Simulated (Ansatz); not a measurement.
# CH4ClGeNSi: the cost of one run

Computed with Ansatz 0.2.0, driven from Python. The levels of theory stand in the script.

**1. The system**

Bond lengths: N1–C2 1.157 Å, C2–Si3 1.816 Å, Si3–Cl4 2.093 Å, Si3–Ge5 2.313 Å, Si3–H6 1.470 Å, Ge5–H7 1.550 Å, Ge5–H8 1.550 Å, Ge5–H9 1.550 Å. Angles: N1–C2–Si3 180.0°, C2–Si3–Cl4 109.5°, C2–Si3–Ge5 109.3°, C2–Si3–H6 109.5°, Cl4–Si3–Ge5 109.4°, Cl4–Si3–H6 109.6°, Ge5–Si3–H6 109.5°, Si3–Ge5–H7 109.3°, Si3–Ge5–H8 109.4°, Si3–Ge5–H9 109.4°, H7–Ge5–H8 109.6°, H7–Ge5–H9 109.6°, H8–Ge5–H9 109.6°.

No structure file is read: the coordinates are typed or built in the script.

**2. The script**

Contents of ch4clgensi_torsion.py:

```python
"""Rigid torsion scan of CH4ClGeNSi."""

import ansatz as az
from ase import Atoms


def main() -> None:
    atoms = Atoms(["N", "C", "Si", "Cl", "Ge", "H", "H", "H", "H"], positions=[
        [2.8304, -1.2376, 0.4135],
        [1.975, -0.5179, 0.1153],
        [0.6321, 0.6111, -0.3522],
        [0.8186, 2.3989, 0.7207],
        [-1.4018, -0.3727, 0.1412],
        [0.7052, 0.8915, -1.7937],
        [-1.4729, -0.6668, 1.6613],
        [-2.5488, 0.5914, -0.2552],
        [-1.5377, -1.698, -0.651],
    ])

    # start the scan from a relaxed geometry
    first = (
        az.Crystal.molecule_from_ase(atoms).calculation()
        .basis(gaussian="def2-SVP")
        .functional("pbe0")
        .relax(force_tolerance=0.02, max_steps=80)
    )
    atoms.positions = first.run(threads=1).report["positions_ang"]

    start = atoms.get_dihedral(1, 2, 4, 6)
    energies = {}
    for turn in range(0, 121, 15):
        turned = atoms.copy()
        turned.set_dihedral(1, 2, 4, 6, start + turn, indices=[4, 6, 7, 8])
        setup = az.Crystal.molecule_from_ase(turned).calculation().basis(gaussian="def2-SVP").correlation("MP2")
        energies[round((start + turn) % 360)] = setup.run(threads=1).report["free_energy_ev"]
    floor = min(energies.values())
    print("dihedral C1-Si2-Ge4-H6 (deg)   E - E(min) (kcal/mol)")
    for angle, e in sorted(energies.items()):
        print(f"{angle:8d} {23.060548 * (e - floor):14.3f}  " + "#" * int(30 * (e - floor) / max(max(energies.values()) - floor, 1e-9)))


if __name__ == "__main__":
    main()
```

**3. The calls as engine input**

The package turns the script's settings into the engine's input (first run):

```yaml
crystal:
  periodic: [false, false, false]
  atoms:
    - { symbol: "N", position_ang: [2.8304, -1.2376, 0.4135] }
    - { symbol: C, position_ang: [1.975, -0.5179, 0.1153] }
    - { symbol: Si, position_ang: [0.6321, 0.6111, -0.3522] }
    - { symbol: Cl, position_ang: [0.8186, 2.3989, 0.7207] }
    - { symbol: Ge, position_ang: [-1.4018, -0.3727, 0.1412] }
    - { symbol: H, position_ang: [0.7052, 0.8915, -1.7937] }
    - { symbol: H, position_ang: [-1.4729, -0.6668, 1.6613] }
    - { symbol: H, position_ang: [-2.5488, 0.5914, -0.2552] }
    - { symbol: H, position_ang: [-1.5377, -1.698, -0.651] }
basis:
  gaussian:
    orbitals: def2-SVP
hamiltonian:
  xc: pbe0
relax:
  f_tol: 0.02
  max_steps: 80
```

**4. The run**

On the command line:

```
> python ch4clgensi_torsion.py
```

**Question.** How long does this script take on 1 thread of Arm Neoverse V2, shared host, and how much memory does it need?

About 71 s, with a peak of 0.37 GiB.
